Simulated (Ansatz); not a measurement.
# U-r2SCAN0/STO-3G run of AlHSCl (SMILES [SH][Al][Cl])

What is the electronic atomisation energy of AlHSCl at U-r2SCAN0/STO-3G? 

Program for the calculation: Ansatz 0.2.0.

73 further runs of the same task are left out: 8 that didn't finish, 65 set aside as unsound or not needed.

## 1. The molecule

AlHSCl: 4 atoms, total charge 0, spin state doublet. SMILES: `[SH][Al][Cl]`. The coordinates come from a PBE0-D4/def2-TZVP relaxation.

Bond lengths: S1–Al2 2.193 Å, Al2–Cl3 2.107 Å, S1–H4 1.345 Å. Angles: S1–Al2–Cl3 115.5°, Al2–S1–H4 92.8°.

## 2. The energy at U-r2SCAN0/STO-3G

input.yaml reads:

```yaml
crystal:
  periodic: [false, false, false]
  atoms:
    - symbol: S
      position_ang: [0.439800, 0.984900, -0.744700]
    - symbol: Al
      position_ang: [-0.394100, -0.525900, 0.609100]
    - symbol: Cl
      position_ang: [0.226200, -2.507400, 0.251000]
    - symbol: H
      position_ang: [-0.216400, 1.988100, -0.135600]
basis:
  gaussian:
    orbitals: STO-3G
magnetization:
  spin_polarized: true
  initial_magnetization: 1
accuracy: high
hamiltonian:
  xc: {name: r2SCAN0}
```

On the command line:

```bash
$ ansatz run input.yaml --threads 1 --pin off --max-ram 2610MiB --events-out events.jsonl --progress --plain --runs-dir runs
```

The program printed:

```text
Warning: RAYON_NUM_THREADS=1 ignored (pool sized by the plan → 1); use --threads N
Functional definition: r2SCAN0
  name "r2SCAN0"
  parameter a = 0.25
  parameter k0 = 0.174
  parameter k1 = 0.065
  parameter a1 = 4.9479
  exchange = (1 - a)*r2scan_x(k0 = k0, k1 = k1, a1 = a1) + a*exact_x
  correlation = r2scan_c
501 factors; integrals over basis functions are off by at most 4.8e-9 eV
mean field evaluation 1: about -29634.3154 eV, gradient 1.4e1 eV
mean field evaluation 2: about -29634.4165 eV, gradient 1.5e1 eV
mean field evaluation 4: about -29636.2329 eV, gradient 3.4e-1 eV
mean field evaluation 8: about -29636.2292 eV, gradient 4.2e-3 eV
mean field evaluation 16: about -29636.2292 eV, gradient 1.8e-6 eV
mean field -29636.22919804 eV, -1089.1113348704 hartree, gradient 7.4e-8 eV, S^2 0.754295; 0 other end points of the search recorded, 0 dependent functions left out
reference -29636.22919859 eV, -1089.1113348907 hartree; 24, 23 occupied and 4, 5 virtual orbitals, 501 factors
Total energy: -29636.22919859 eV, -1089.1113348907 hartree
```

Run time: 7.2 s. Hardware: 1 thread of Arm Neoverse V1, shared host; peak memory 0.27 GiB.

## 3. The Al atom at the same level

input.yaml reads:

```yaml
crystal:
  periodic: [false, false, false]
  atoms:
    - {symbol: Al, position_ang: [0.000000, 0.000000, 0.000000]}
basis:
  gaussian: {orbitals: STO-3G}
magnetization: {spin_polarized: true, initial_magnetization: 1}
hamiltonian: {xc: {name: r2SCAN0}}
accuracy: high
```

Run the same way, it converges to -239.29241 Eh (log not shown).

## 4. The Cl atom, same level

molecule.yaml reads:

```yaml
crystal:
  periodic: [false, false, false]
  atoms:
    - {symbol: Cl, position_ang: [0.000000, 0.000000, 0.000000]}
basis:
  gaussian:
    orbitals: STO-3G
magnetization:
  spin_polarized: true
  initial_magnetization: 1
hamiltonian:
  xc: {name: r2SCAN0}
accuracy: high
total_charge: 0
```

Run the same way, it converges to -455.13078 Eh (log not shown).

## 5. The H atom, same level

in.yaml reads:

```yaml
crystal:
  periodic: [false, false, false]
  atoms:
    - {symbol: H, position_ang: [0.000000, 0.000000, 0.000000]}
basis:
  gaussian:
    orbitals: STO-3G
magnetization:
  spin_polarized: true
  initial_magnetization: 1
hamiltonian:
  xc: {name: r2SCAN0}
accuracy: high
```

Run the same way, it converges to -0.46649 Eh (log not shown).

## 6. The S atom, same level

molecule.yaml reads:

```yaml
crystal:
  periodic: [false, false, false]
  atoms:
    - {symbol: S, position_ang: [0.000000, 0.000000, 0.000000]}
basis:
  gaussian:
    orbitals: STO-3G
magnetization:
  spin_polarized: true
  initial_magnetization: 2
hamiltonian:
  xc: {name: r2SCAN0}
accuracy: high
```

On the command line:

```bash
$ ansatz run molecule.yaml --threads 1 --pin off --max-ram 2610MiB --events-out events.jsonl --progress --plain --runs-dir runs
```

The program printed, cut to the lines that bear on the results:

```text
Warning: RAYON_NUM_THREADS=1 ignored (pool sized by the plan → 1); use --threads N
[... 8 set-up lines as earlier in the session ...]
42 factors; integrals over basis functions are off by at most 2.4e-9 eV
mean field evaluation 1: about -10712.3849 eV, gradient 1.3e-1 eV
mean field evaluation 2: about -10712.3849 eV, gradient 1.5e-3 eV
mean field evaluation 4: about -10712.3797 eV, gradient 3.0e-7 eV
mean field evaluation 8: about -10712.3797 eV, gradient 3.8e-9 eV
mean field -10712.37970849 eV, -393.6726931753 hartree, gradient 3.8e-9 eV, S^2 2.000000; 0 other end points of the search recorded, 0 dependent functions left out
reference -10712.37970871 eV, -393.6726931832 hartree; 9, 7 occupied and 0, 2 virtual orbitals, 42 factors
Total energy: -10712.37970871 eV, -393.6726931832 hartree
```

It took 1.1 s on 1 thread of Arm Neoverse V1, shared host; peak memory 0.12 GiB.

## 7. What came out

At U-r2SCAN0/STO-3G:

```
                     quantity           value
       molecule: total energy  -1089.11133 Eh
               molecule: ⟨S²⟩           0.754
        Al atom: total energy   -239.29241 Eh
                Al atom: ⟨S²⟩           0.750
        Cl atom: total energy   -455.13078 Eh
                Cl atom: ⟨S²⟩           0.750
         H atom: total energy     -0.46649 Eh
                 H atom: ⟨S²⟩           0.750
         S atom: total energy   -393.67269 Eh
                 S atom: ⟨S²⟩           2.000
electronic atomisation energy       14.938 eV
```

In words: Taking the molecule apart into free atoms costs 14.94 eV (1441 kJ/mol), before zero-point energy and without spin-orbit coupling. In a minimal basis such a difference can be off by several eV, whatever the method.
